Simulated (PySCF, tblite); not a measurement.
# C6H10FGeN: geometry, infrared bands and NMR shifts

Aim: predict the infrared bands and NMR shifts of C6H10FGeN (`Cc1cc[n]([GeH2][CH2]F)c1`).

The runs use tblite 0.8.0 and PySCF 2.14.0, with density-fitted response routines of our own; the level of theory stands in each step. All values are computed, except where a source is named. Atoms count from 0, in the outputs and in this text.

## 1. The molecule as given

19 atoms, charge 0, multiplicity 1; geometry from: force field or distance geometry start.

Bonds of the start (Å): C0–C1 1.47, C1–C2 1.38, C2–C3 1.38, C3–N4 1.35, N4–Ge5 1.86, Ge5–C6 1.93, C6–F7 1.41, N4–C8 1.34, C8–C1 1.39, C0–H9 1.13, C0–H10 1.10, C0–H11 1.14, C2–H12 1.10, C3–H13 1.10, Ge5–H14 1.58, Ge5–H15 1.53, C6–H16 1.12, C6–H17 1.12, C8–H18 1.10.

## 2. Geometry optimisation with GFN2-xTB

The job: settings as JSON, then the geometry in Å.

```
{"job": {"kind": "relax", "xc": "GFN2-xTB", "basis": "xTB"}, "charge": 0, "multiplicity": 1}
C     -3.131400     0.479300     0.675100
C     -1.850800    -0.023500     0.146400
C     -1.577000    -1.235600    -0.463900
C     -0.234300    -1.249600    -0.779700
N      0.332500    -0.102400    -0.341100
Ge     2.138700     0.300800    -0.552500
C      3.097800     0.124800     1.116400
F      2.625200     0.997500     2.113600
C     -0.633600     0.647900     0.216700
H     -3.335100     1.538900     0.336200
H     -3.222300     0.475900     1.775300
H     -3.981000    -0.104200     0.196200
H     -2.299900    -2.030500    -0.681200
H      0.279400    -2.087300    -1.274500
H      2.314300     1.805400    -0.995400
H      2.742600    -0.644800    -1.594600
H      4.178100     0.377600     0.931400
H      3.070300    -0.911900     1.532200
H     -0.523100     1.651100     0.666300
```

On the command line:

```
$ OMP_NUM_THREADS=1 python probes_run.py task.json out
```

This one command runs all jobs of the session in turn.

**Question.** This job is followed by: GFN2-xTB harmonic vibrations, gas phase; GIAO PBE0/pcSseg-1 NMR shielding, non-relativistic, gas phase. Predict these results of the whole session: strongest single infrared mode (GFN2-xTB); zero-point energy (GFN2-xTB); 13C shifts against TMS (PBE0/pcSseg-1); 1H shifts against TMS (PBE0/pcSseg-1, means over atoms taken as alike); 15N shifts against NH3 (PBE0/pcSseg-1); 73Ge shifts against GeMe4 (PBE0/pcSseg-1); 19F shifts against CFCl3 (PBE0/pcSseg-1).

**Answer**, as computed:

| quantity | value |
| --- | --- |
| strongest single infrared mode (GFN2-xTB) | 2038 cm⁻¹, 394 km/mol |
| zero-point energy (GFN2-xTB) | 87.9 kcal/mol |
| 13C shifts against TMS (PBE0/pcSseg-1) | 128.2, 127.9, 126.7, 118.6, 84.5, 14.5 ppm |
| 1H shifts against TMS (PBE0/pcSseg-1, means over atoms taken as alike) | 6.61, 6.57, 6.50, 5.16, 5.15, 2.32 ppm |
| 15N shifts against NH3 (PBE0/pcSseg-1) | 167.5 ppm |
| 73Ge shifts against GeMe4 (PBE0/pcSseg-1) | -86 ppm |
| 19F shifts against CFCl3 (PBE0/pcSseg-1) | -291.9 ppm |

What this shows: Relaxing lowered the energy by 0.416 eV in 138 steps; the close pair that moved most is Ge5–H14, from 1.578 to 1.499 Å. All 51 modes are real, so the xTB geometry is a minimum. The strongest single mode, at 2038 cm⁻¹, moves mainly H14. GFN2-xTB is a fitted tight-binding method: band positions and strengths are rough. Its intensities can rank the bands wrongly. NICS(1)zz of -28 ppm above the planar ring from C1 marks a diatropic (aromatic) ring current. Spin-orbit coupling is left out, which matters for shieldings and couplings at and beside the heavy atoms.
